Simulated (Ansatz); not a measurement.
Working through the energy of protonation at one site of BGeH5O, SMILES [BH2][GeH2][OH]

Program: Ansatz 0.2.0 through its Python package.

Typed at the interpreter:
```pycon
>>> import ansatz as az
>>> import numpy as np
>>> GEOMETRY = """
... B    -1.07900    0.64170   -0.77380
... Ge    0.49550    0.03020    0.21260
... O     0.19940   -1.65190    0.73250
... H    -1.98190   -0.01740   -0.93690
... H    -1.14840    1.77650   -1.23990
... H     0.74080    0.95070    1.44950
... H     1.76210    0.09380   -0.71600
... H     1.10370   -1.88060    1.21610
... """
>>> bgeh5o = az.Crystal.molecule()
>>> for line in GEOMETRY.strip().splitlines():
...     symbol, *xyz = line.split()
...     bgeh5o = bgeh5o.atom(symbol, [float(v) for v in xyz])
...
>>> calc = (
...     bgeh5o.calculation()
...     .basis(gaussian="def2-SVP")
...     .functional("B3LYP")
...     .accuracy("medium")
... )
>>> symbols = [site.symbol for site in bgeh5o.cartesian_sites]
>>> start = np.array([site.position_ang for site in bgeh5o.cartesian_sites], dtype=float)
>>> report = calc.relax(force_tolerance=0.01, max_steps=100).run().report
>>> end = np.array(report["positions_ang"])
>>> # start the new hydrogen opposite the existing bonds
>>> away = sum((end[2] - end[j]) / np.linalg.norm(end[2] - end[j]) for j in [1, 7]) + np.array([0.15, 0.1, -0.2])
>>> proton = end[2] + 1.0 * away / np.linalg.norm(away)
>>> acid = az.Crystal.molecule()
>>> for symbol, place in zip(symbols, end):
...     acid = acid.atom(symbol, place.tolist())
...
>>> acid = acid.atom("H", proton.tolist())
>>> protonated = (
...     acid.calculation()
...     .basis(gaussian="def2-SVP")  # atom-centred Gaussian functions
...     .functional("B3LYP")
...     .accuracy("medium")
...     .charge(1)
...     .relax(force_tolerance=0.01, max_steps=80)  # relax until the tolerances are met
... )
>>> after = protonated.run().report
>>> xyz = np.array(after["positions_ang"])
>>> reach = np.linalg.norm(xyz[:-1] - xyz[-1], axis=1)
>>> print(f"base {report['free_energy_ev']:.5f} eV, protonated {after['free_energy_ev']:.5f} eV")
base -59314.39059 eV, protonated -59323.48013 eV
>>> print(f"the proton ends {reach.min():.3f} A from {symbols[reach.argmin()]}{reach.argmin()}")
the proton ends 0.974 A from O2
>>> print(f"electronic proton affinity {96.485332 * (report['free_energy_ev'] - after['free_energy_ev']):.1f} kJ/mol")
electronic proton affinity 877.0 kJ/mol
```

Reading the output:
- These settings explore the input space; basis and method may be short of convergence.
- The proton is put on one chosen atom, which needn't be the most basic site, so the molecule's proton affinity can be higher; the ends are stationary points, not checked by frequencies, and zero-point and thermal terms count only where printed.
- b3lyp holds the VWN-RPA fit, as in Gaussian; the form of ORCA and Turbomole is b3lyp5.
- The whole script took 92 s on 1 thread of Arm Neoverse V1 (shared host), peak memory 0.25 GiB.

(A comment or docstring line of the script was reworded after the run, the code is as it ran.)
